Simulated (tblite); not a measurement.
# AlH5NO2: the cost of one run

Programs: tblite 0.8.0 and PySCF 2.14.0. All values are calculated, for the isolated system unless a continuum is named. Atoms count from 0, parts from 1.

## (1) The system as given

9 atoms, charge 1, multiplicity 1; geometry: distance geometry start.

## (2) Geometry optimisation with GFN2-xTB

What the job is given:

```
{"job": {"kind": "relax", "xc": "GFN2-xTB", "basis": "xTB"}, "charge": 1, "multiplicity": 1}
O     -1.206974     0.441441    -0.905602
Al     0.636426     0.429392    -0.714225
O      1.639807     0.610374    -2.292366
N      1.334285    -0.765119     0.598092
H     -1.745261    -0.295510    -1.249058
H      2.607428     0.595037    -2.339705
H      0.714104    -1.540579     0.738959
H      1.499632    -0.276407     1.461001
H      2.260891    -1.128009     0.278600
```

Method: GFN2-xTB geometry optimisation, gas phase.

The run is started by

```console
> OMP_NUM_THREADS=1 python cluster_run.py task.json out
```

The driver reads the jobs from task.json and runs them one after another.

Q: Estimate the wall time of this first job on 1 thread of Intel Xeon at 2.50GHz, shared host.

About 1.1 s.
